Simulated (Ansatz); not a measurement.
MnSb4:

```xyz
5
Lattice="3.0805 0.0000 0.0000 0.0000 3.0805 0.0000 0.0000 0.0000 14.9942" Properties=species:S:1:pos:R:3 pbc="T T T"
Sb    0.0000    0.0000   12.2905
Sb    0.0000    0.0000    9.0048
Sb    0.0000    0.0000    5.9894
Sb    0.0000    0.0000    2.7037
Mn    0.0000    0.0000    0.0000
```

The cell comes from a database or a generator and needn't be the stable form of this composition.

Base run:

* Program: Ansatz 0.2.0
* Functional: LDA
* Potentials or basis: Ansatz PAW
* Cutoff: 420 eV
* Density cutoff: 1680 eV
* k mesh: 9 × 9 × 2
* Occupations: fermi-dirac, width 0.05 eV
* Spin: collinear spin, ferromagnetic start
* Starting moments: [0.0, 0.0, 0.0, 0.0, 4.0] μB
* Hubbard terms: Mn d U = 2 eV

Its results: band gap on the k mesh none (metal or under the smearing width); pressure -3.3 GPa; net moment 4.31 μB per cell; site moments Sb -0.03, +0.00; Mn +4.07 μB; largest force 0.108 eV/Å.

Task: The run is repeated on the same cell with these changes: hubbard terms from Mn d U = 2 eV to Mn d U = 8 eV. What comes out?

Result: Band gap on the k mesh none (metal or under the smearing width); pressure -0.9 GPa; net moment 5.09 μB per cell; site moments Sb -0.01, +0.01; Mn +4.63 μB; largest force 0.833 eV/Å.

Caveats: the magnetic or orbital state may not be the lowest; a cell with one magnetic atom can't hold antiferromagnetic order, which such compounds often take; the PAW data sets come from PBE, with cores solved anew for the run's functional, which leaves a small shift of forces and pressure; the U is typed as a test and isn't derived for this compound; the density of states is complete only up to the lowest level of the last band computed.

Not every run made on this cell is shown here.
